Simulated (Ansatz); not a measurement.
# Si₃GeH₁₀: up Jacob's ladder to CCSD(T)

An exercise on one series of results from a longer session: the logs are not shown, and one member is left open.

The runs use Ansatz 0.2.0, Gaussian basis; functionals in def2-TZVPP, the program's frozen cores in correlated methods.

Plan: LDA (SPW92), PBE-D4, revPBE-D4, BLYP-D4, r2SCAN-D4, B97M-V, PBE0-D4, B3LYP-D4, r2SCANh-D4, r2SCAN0-D4, HSE06-D4, BHLYP-D4, CAM-B3LYP-D4, LC-ωPBE, ωB97X-V, ωB97M-V, B2PLYP, PBE-QIDH; CCSD(T)/def2-SVP; CCSD(T)/def2-TZVPP; MP2/def2-QZVPP; extrapolation to the limit; RPA on PBE.

## The geometry

All runs share one geometry, relaxed beforehand with PBE0-D4 in a triple-zeta def2 set.

SMILES `[SiH3][SiH2][SiH2][GeH3]`, 14 atoms, charge 0, spin multiplicity 1.

Atoms are counted from 1 here; the program's logs count them from 0.

Bond lengths: Si1–Si2 2.338 Å, Si1–H5 1.488 Å, Si1–H6 1.488 Å, Si1–H7 1.488 Å, Si2–Si3 2.337 Å, Si2–H8 1.490 Å, Si2–H9 1.490 Å, Si3–Ge4 2.381 Å, Si3–H10 1.490 Å, Si3–H11 1.490 Å, Ge4–H12 1.538 Å, Ge4–H13 1.538 Å, Ge4–H14 1.538 Å. Angles: Si2–Si1–H5 109.9°, Si2–Si1–H6 111.3°, Si2–Si1–H7 109.5°, H5–Si1–H6 108.8°, H5–Si1–H7 108.5°, H6–Si1–H7 108.7°, Si1–Si2–Si3 109.6°, Si1–Si2–H8 110.1°, Si1–Si2–H9 109.2°, Si3–Si2–H8 110.8°, Si3–Si2–H9 108.9°, H8–Si2–H9 108.2°, Si2–Si3–Ge4 109.8°, Si2–Si3–H10 109.4°, Si2–Si3–H11 110.8°, Ge4–Si3–H10 109.0°, Ge4–Si3–H11 109.6°, H10–Si3–H11 108.2° and more.

The first run:

The input, in.yaml:

```yaml
crystal:
  periodic: [false, false, false]
  atoms:
    - {symbol: Si, position_ang: [-0.181312, 2.338641, 0.254410]}
    - {symbol: Si, position_ang: [0.579839, 0.481967, 1.454811]}
    - {symbol: Si, position_ang: [-0.391562, -1.461196, 0.593998]}
    - {symbol: Ge, position_ang: [0.039000, -1.609903, -1.742543]}
    - {symbol: H, position_ang: [-1.664800, 2.420455, 0.334402]}
    - {symbol: H, position_ang: [0.397364, 3.601186, 0.787498]}
    - {symbol: H, position_ang: [0.207859, 2.200443, -1.174898]}
    - {symbol: H, position_ang: [0.254384, 0.639236, 2.900480]}
    - {symbol: H, position_ang: [2.060544, 0.383293, 1.317943]}
    - {symbol: H, position_ang: [-1.864387, -1.417828, 0.813041]}
    - {symbol: H, position_ang: [0.145888, -2.670080, 1.278720]}
    - {symbol: H, position_ang: [-0.651811, -0.451307, -2.481128]}
    - {symbol: H, position_ang: [-0.481347, -2.935888, -2.322638]}
    - {symbol: H, position_ang: [1.550340, -1.519029, -2.014076]}
basis:
  gaussian: {orbitals: def2-TZVPP}
hamiltonian: {xc: lda}
output: {orbitals: {seedname: orbitals}}
```

Started as:

```
> ansatz run in.yaml --threads 8 --pin off --events-out ev --progress --plain --max-ram 18278MiB
```

Steps of the session up to this table: LDA; PBE-D4 (GGA); revPBE-D4 (GGA); BLYP-D4 (GGA); r2SCAN-D4 (meta-GGA); B97M-V (meta-GGA); B3LYP-D4 (hybrid); r2SCANh-D4 (hybrid); r2SCAN0-D4 (hybrid); HSE06-D4 (hybrid); BHLYP-D4 (hybrid); CAM-B3LYP-D4 (range-separated); LC-ωPBE (range-separated); ωB97X-V (range-separated); ωB97M-V (range-separated); B2PLYP (double hybrid); PBE-QIDH (double hybrid).

One table of the session follows, with a row left open; its other results are not shown here.

| functional | HOMO (eV) | gap (eV) |
| --- | --- | --- |
| LDA (SPW92) | -6.96 | 5.64 |
| PBE-D4 | -6.87 | 5.72 |
| revPBE-D4 | -6.82 | 5.76 |
| BLYP-D4 | -6.70 | 5.73 |
| r2SCAN-D4 | -7.11 | 6.18 |
| B97M-V | -7.24 | 6.07 |
| PBE0-D4 | -7.90 | 7.55 |
| B3LYP-D4 | -7.69 | 7.19 |
| r2SCANh-D4 | -7.49 | 6.83 |
| r2SCAN0-D4 | -8.05 | 7.82 |
| HSE06-D4 | -7.51 | 6.80 |
| BHLYP-D4 | -8.81 | 9.39 |
| CAM-B3LYP-D4 | -9.10 | 9.82 |
| LC-ωPBE | -10.38 | 12.13 |
| ωB97X-V | -10.07 | 11.72 |
| ωB97M-V | ? | ? |

Q: Estimate the row for ωB97M-V from the others.

As computed: HOMO (eV): -9.84; gap (eV): 11.21. In the column «HOMO (eV)» it lies between ωB97X-V (-10.07) and CAM-B3LYP-D4 (-9.10).
